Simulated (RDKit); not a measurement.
**One shape, several levels: CH7FN2Si (SMILES CN[SiH](N)F)**

We compute a comparison of 3 runs (MMFF94, UFF, extended Hückel) of CH7FN2Si. Input form: a Python script.

The calculation is run with RDKit 2026.09.1.

1 further run of the same task is left out (set aside as unsound or not needed).

### 1 The system as given

CH7FN2Si: 12 atoms, total charge 0, spin state singlet. SMILES: `CN[SiH](N)F`. The coordinates come from a PBE0-D4/def2-TZVP relaxation. This is one conformer, not always the lowest.

Bond lengths: C1–N2 1.447 Å, N2–Si3 1.692 Å, Si3–N4 1.700 Å, Si3–F5 1.605 Å, C1–H6 1.094 Å, C1–H7 1.092 Å, C1–H8 1.096 Å, N2–H9 1.008 Å, Si3–H10 1.483 Å, N4–H11 1.006 Å, N4–H12 1.005 Å. Some angles: C1–N2–Si3 125.9°, N2–Si3–N4 108.0°, N2–Si3–F5 116.4°, N4–Si3–F5 103.5°, C1–N2–H9 114.3°, Si3–N2–H9 118.0°, N2–C1–H6 111.4°, N2–C1–H7 109.5°, N2–C1–H8 112.9°, N2–Si3–H10 106.1°.

### 2 A single-point energy at MMFF94 (run 1)

mol.sdf reads:

```

     RDKit          3D

 12 11  0  0  0  0  0  0  0  0999 V2000
   -1.4304    1.1772    0.5321 C   0  0  0  0  0  0  0  0  0  0  0  0
   -0.0910    0.6914    0.2821 N   0  0  0  0  0  0  0  0  0  0  0  0
    0.3102   -0.7191   -0.5624 Si  0  0  2  0  0  4  0  0  0  0  0  0
    1.8792   -1.1809   -0.0983 N   0  0  0  0  0  0  0  0  0  0  0  0
    0.4154   -0.5892   -2.1588 F   0  0  0  0  0  0  0  0  0  0  0  0
   -1.5397    1.5347    1.5606 H   0  0  0  0  0  0  0  0  0  0  0  0
   -2.1447    0.3623    0.3945 H   0  0  0  0  0  0  0  0  0  0  0  0
   -1.7228    1.9879   -0.1448 H   0  0  0  0  0  0  0  0  0  0  0  0
    0.6326    1.3783    0.4264 H   0  0  0  0  0  0  0  0  0  0  0  0
   -0.8150   -1.6613   -0.3481 H   0  0  0  0  0  0  0  0  0  0  0  0
    2.4596   -1.7216   -0.7171 H   0  0  0  0  0  0  0  0  0  0  0  0
    2.1235   -1.3150    0.8678 H   0  0  0  0  0  0  0  0  0  0  0  0
  2  1  1  0
  3  2  1  0
  4  3  1  0
  5  3  1  0
  6  1  1  0
  7  1  1  0
  8  1  1  0
  9  2  1  0
  3 10  1  6
 11  4  1  0
 12  4  1  0
M  END
$$$$
```

job.py reads:

```python
# MMFF94 energy with RDKit
import json
import numpy as np
from rdkit import Chem
from rdkit.Chem import AllChem

molecule = Chem.MolFromMolFile("mol.sdf", removeHs=False)
symbols = [a.GetSymbol() for a in molecule.GetAtoms()]
start = molecule.GetConformer().GetPositions().copy()

props = AllChem.MMFFGetMoleculeProperties(molecule, mmffVariant="MMFF94")
ff = AllChem.MMFFGetMoleculeForceField(molecule, props)
e = ff.CalcEnergy()
g = np.array(ff.CalcGrad()).reshape(-1, 3)
print(f"MMFF94 energy {e:.5f} kcal/mol, gradient norm {np.linalg.norm(g):.4f} kcal/mol/angstrom")
print("atom  type  charge   gradient")
for i, a in enumerate(symbols):
    print(f"{a:<2}{i + 1:<3} {props.GetMMFFAtomType(i):4d} {props.GetMMFFPartialCharge(i):8.4f}  " + " ".join(f"{c:9.4f}" for c in g[i]))
names = ["Bond", "Angle", "StretchBend", "Oop", "Torsion", "VdW", "Ele"]
terms = []
for name in names:
    for other in names:
        getattr(props, f"SetMMFF{other}Term")(other == name)
    terms.append(AllChem.MMFFGetMoleculeForceField(molecule, props).CalcEnergy())
    print(f"{name:<12} {terms[-1]:11.5f} kcal/mol")
json.dump(dict(symbols=symbols, start=start.tolist(), energy=e, gradient=g.tolist(), charges_other=[props.GetMMFFPartialCharge(i) for i in range(len(symbols))], atom_types=[str(props.GetMMFFAtomType(i)) for i in range(len(symbols))], energy_term_names=names, energy_terms=terms), open("results.json", "w"))
```

Started as:

```console
$ python job.py
```

Log:

```text
MMFF94 energy -116.29515 kcal/mol, gradient norm 57.4956 kcal/mol/angstrom
atom  type  charge   gradient
C 1      1   0.2700    -0.5506    0.7549    3.0118
N 2      8  -0.9770    -4.0108   20.8024    7.7096
Si3     19   1.3050   -23.7403    9.4541    2.7050
N 4      8  -1.0670    23.7337  -26.1927   -2.2520
F 5     11  -0.4110     3.0421  -14.6820  -10.9496
H 6      5   0.0000    -2.4664   -0.4698   -0.2872
H 7      5   0.0000     6.5902   -1.5082   -2.6347
H 8      5   0.0000    -3.8585    0.5941    1.1908
H 9     23   0.3600    -4.7388   -0.7668    5.7942
H 10     5  -0.2000    -9.5723    4.5608   -6.3626
H 11    23   0.3600     6.5004    5.4003    7.4719
H 12    23   0.3600     9.0713    2.0529   -5.3972
Bond             0.25564 kcal/mol
Angle            6.51108 kcal/mol
StretchBend     -0.28286 kcal/mol
Oop              0.00000 kcal/mol
Torsion          0.53415 kcal/mol
VdW              2.07412 kcal/mol
Ele           -125.38730 kcal/mol
```

It took 0.3 s on 1 thread of Intel Xeon Platinum 8175M at 2.50GHz (Skylake/Cascade Lake), shared host.

### 3 A single-point energy at UFF (run 2)

mol.sdf is that of step 2.

run.py reads:

```python
# UFF energy with RDKit
import json
import numpy as np
from rdkit import Chem
from rdkit.Chem import AllChem

molecule = Chem.MolFromMolFile("mol.sdf", removeHs=False)
symbols = [a.GetSymbol() for a in molecule.GetAtoms()]
start = molecule.GetConformer().GetPositions().copy()

ff = AllChem.UFFGetMoleculeForceField(molecule)
e = ff.CalcEnergy()
g = np.array(ff.CalcGrad()).reshape(-1, 3)
print(f"UFF energy {e:.5f} kcal/mol, gradient norm {np.linalg.norm(g):.4f} kcal/mol/angstrom")
json.dump(dict(symbols=symbols, start=start.tolist(), energy=e, gradient=g.tolist()), open("results.json", "w"))
```

Started as:

```console
$ python run.py
```

Log:

```text
UFF energy 36.03098 kcal/mol, gradient norm 160.2556 kcal/mol/angstrom
```

It took 0.28 s on 1 thread of Intel Xeon Platinum 8175M at 2.50GHz (Skylake/Cascade Lake), shared host.

### 4 The charge distribution at extended Hückel (run 3)

mol.xyz reads:

```xyz
12

C     -1.430400     1.177200     0.532100
N     -0.091000     0.691400     0.282100
Si     0.310200    -0.719100    -0.562400
N      1.879200    -1.180900    -0.098300
F      0.415400    -0.589200    -2.158800
H     -1.539700     1.534700     1.560600
H     -2.144700     0.362300     0.394500
H     -1.722800     1.987900    -0.144800
H      0.632600     1.378300     0.426400
H     -0.815000    -1.661300    -0.348100
H      2.459600    -1.721600    -0.717100
H      2.123500    -1.315000     0.867800
```

run.py reads:

```python
import json
import numpy as np
from rdkit import Chem
from rdkit.Chem import AllChem
from rdkit.Chem import rdDetermineBonds
from rdkit.Chem import rdEHTTools

mol = Chem.MolFromXYZFile("mol.xyz")
symbols = [a.GetSymbol() for a in mol.GetAtoms()]
start = mol.GetConformer().GetPositions().copy()

ok, res = rdEHTTools.RunMol(mol, keepOverlapAndHamiltonianMatrices=True)
if not ok:
    raise RuntimeError("the extended Hueckel run failed")
eps = np.array(res.GetOrbitalEnergies())
nel = res.numElectrons
homo = (nel + 1) // 2 - 1
print(f"{res.numOrbitals} orbitals, {nel} valence electrons, sum of one-electron energies {res.totalEnergy:.4f} eV")
for i in range(max(0, homo - 5), min(len(eps), homo + 4)):
    print(f"{i + 1:4d} {eps[i]:10.4f} eV", "(HOMO)" if i == homo else "(LUMO)" if i == homo + 1 else "")
q = np.array(res.GetAtomicCharges())
print("Mulliken charges:", " ".join(f"{a}{i + 1}={c:+.3f}" for i, (a, c) in enumerate(zip(symbols, q))))
op = res.GetReducedOverlapPopulationMatrix()
pairs = [(k, i, op[i * (i + 1) // 2 + k]) for i in range(len(symbols)) for k in range(i) if abs(op[i * (i + 1) // 2 + k]) > 0.1]
print("reduced overlap populations above 0.1")
for k, i, p in pairs:
    print(f"  {symbols[k]}{k + 1}-{symbols[i]}{i + 1} {p:7.3f}")
json.dump(dict(symbols=symbols, start=start.tolist(), energy=res.totalEnergy * 23.060548, homo=eps[homo], lumo=eps[homo + 1] if homo + 1 < len(eps) else None, orbital_energies=eps.round(4).tolist(), charges_mulliken=q.tolist(), bond_orders=[[k + 1, i + 1, round(p, 4)] for k, i, p in pairs], nel=nel), open("results.json", "w"))
```

Started as:

```console
$ python run.py
```

Log:

```text
27 orbitals, 32 valence electrons, sum of one-electron energies -627.3355 eV
  11   -15.8232 eV
  12   -15.2534 eV
  13   -14.9149 eV
  14   -14.2854 eV
  15   -13.3119 eV
  16   -12.9566 eV (HOMO)
  17     1.7663 eV (LUMO)
  18     2.7743 eV
  19     3.1935 eV
Mulliken charges: C1=+0.178 N2=-0.913 Si3=+1.909 N4=-0.946 F5=-0.706 H6=+0.005 H7=+0.010 H8=+0.004 H9=+0.240 H10=-0.260 H11=+0.239 H12=+0.239
reduced overlap populations above 0.1
  C1-N2   0.684
  N2-Si3   0.631
  Si3-N4   0.625
  Si3-F5   0.404
  C1-H6   0.789
  C1-H7   0.801
  C1-H8   0.786
  N2-H9   0.728
  Si3-H10   0.735
  N4-H11   0.725
  N4-H12   0.726
```

Run time: 0.3 s. Hardware: 1 thread of Intel Xeon Platinum 8175M at 2.50GHz (Skylake/Cascade Lake), shared host.

Atomic charges (e):

| atom | Mulliken |
| --- | --- |
| C1 | +0.178 |
| N2 | -0.913 |
| Si3 | +1.909 |
| N4 | -0.946 |
| F5 | -0.706 |
| H6 | +0.005 |
| H7 | +0.010 |
| H8 | +0.004 |
| H9 | +0.240 |
| H10 | -0.260 |
| H11 | +0.239 |
| H12 | +0.239 |

### 5 Overview of the runs

```csv
run,level,task,energy (Eh),largest force (eV/Å),wall time
1,MMFF94,energy,-0.185328,1.536,0.3 s
2,UFF,energy,0.057419,3.731,0.28 s
3,extended Hückel,properties,-23.054152,–,0.3 s
```

### 6 What came out

```
                      quantity         value
run 3: sum of orbital energies  -23.05415 Eh
            run 3: HOMO energy     -12.96 eV
            run 3: LUMO energy       1.77 eV
          run 3: HOMO–LUMO gap      14.72 eV
```

**Reading.** Force-field and semi-empirical energies have zeros of their own, so their totals don't compare. All runs together took 0.88 s, the longest 0.3 s.
